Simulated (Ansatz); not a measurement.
# H2Br (doublet): from Hartree-Fock to the top rungs at distance Br1–H2 along a hydrogen transfer = 1.577 Å, 6-31G

Aim: climb from Hartree-Fock through coupled cluster and multireference methods for H2Br (doublet) at one geometry and basis, and see what each rung misses.

Program: Ansatz 0.2.0, Gaussian basis. Level of theory: 6-31G, core rule «outside noble gas», up to 14 orbitals frozen. These are calculated values, not measurements.

The runs, in order: UHF; CCSD(T) on ROHF; CCSD(T) on UHF; BCCD(T) on ROHF; CISD; CCSDT(Q) on ROHF; CCSDT(Q) on UHF; CISDTQ; CCSDTQ on ROHF; CASSCF and MRCISD+Q, 3 electrons in 3 orbitals; CASSCF and NEVPT2, 3 electrons in 3 orbitals; CASSCF and MRCISD+Q, 9 electrons in 6 orbitals; CASSCF and NEVPT2, 9 electrons in 6 orbitals; Full CI.

6 further runs of the same task are left out: 5 that didn't finish, 1 set aside as unsound or not needed.

### 1 The geometry

The geometry derives from fragments relaxed apart (PBE0/def2-TZVP) and kept rigid, so it is no stationary point. A hydrogen atom is moved between rigid fragments. No spin-orbit coupling is included. The filled d shell of Br may be among the frozen orbitals whatever the setting's name suggests; the logs give the count.

3 atoms, charge 0, spin multiplicity 2.

Atoms are counted from 1 here; the program's logs count them from 0.

Bond lengths: Br1–H2 1.577 Å.

### 2 UHF

File in.yaml:

```yaml
crystal:
  periodic: [false, false, false]
  atoms:
    - {symbol: Br, position_ang: [0.000000, 0.000000, -1.339000]}
    - {symbol: H, position_ang: [0.000000, 0.000000, 0.238000]}
    - {symbol: H, position_ang: [0.000000, 0.000000, 1.101000]}
basis:
  gaussian: {orbitals: 6-31G}
magnetization: {spin_polarized: true, initial_magnetization: 1}
hamiltonian: {xc: hf}
output: {orbitals: {seedname: orbitals}}
```

Launch:

```bash
> ansatz run in.yaml --threads 1 --pin off --events-out ev --progress --plain --max-ram 2393MiB
```

The runs that follow: CCSD(T) on ROHF; CCSD(T) on UHF; BCCD(T) on ROHF; CISD; CCSDT(Q) on ROHF; CCSDT(Q) on UHF; CISDTQ; CCSDTQ on ROHF; CASSCF and MRCISD+Q, 3 electrons in 3 orbitals; CASSCF and NEVPT2, 3 electrons in 3 orbitals; CASSCF and MRCISD+Q, 9 electrons in 6 orbitals; CASSCF and NEVPT2, 9 electrons in 6 orbitals; Full CI.

**Question.** What will the summary of the whole plan be? Wanted: FCI below the RHF energy; RMP2 from FCI; UMP2 from FCI; RCCSD from FCI; RCCSD(T) from FCI; UCCSD(T) from FCI; RCCSDT(Q) from FCI; UCCSDT(Q) from FCI; NEVPT2 pair from FCI.

**Answer**, as computed:

```
                         quantity                                                                                                                                                           value
         FCI below the RHF energy                                                                                                                                                      -1.9090 eV
                    RMP2 from FCI                                                                                                                                                      +392.7 meV
                    UMP2 from FCI                                                                                                                                                      +390.5 meV
                   RCCSD from FCI                                                                                                                                                       +22.6 meV
                RCCSD(T) from FCI                                                                                                                                                        +4.1 meV
                UCCSD(T) from FCI                                                                                                                                                        +3.8 meV
               RCCSDT(Q) from FCI                                                                                                                                                         0.0 meV
               UCCSDT(Q) from FCI                                                                                                                                                        -0.2 meV
             NEVPT2 pair from FCI                                                                                                                                                      +202.0 meV
           MRCISD+Q pair from FCI                                                                                                                                                       +14.1 meV
          NEVPT2 valence from FCI                                                                                                                                                      +289.5 meV
levels within 1 kcal/mol (43 meV)  RCCSD, UCCSD, RCCSD(T), UCCSD(T), BCCD(T), RCCSDT, UCCSDT, CISDTQ, RCCSDT(Q), UCCSDT(Q), RCCSDTQ, MRCISD pair, MRCISD+Q pair, MRCISD valence, MRCISD+Q valence
                    T1 diagnostic                                                                                                                                                           0.020
   effectively unpaired electrons                                                                                                                                                            1.01
```

What this shows: RCCSD(T) misses by +4.1 meV, 0.2 % of the correlation energy. One determinant dominates. Of the multireference levels listed MRCISD+Q valence comes nearest in total energy (+13.9 meV), which doesn't show that its space is the better one. These misses are within one basis, not against nature; the frozen cores of restricted and unrestricted runs differ, which can shift their rows.
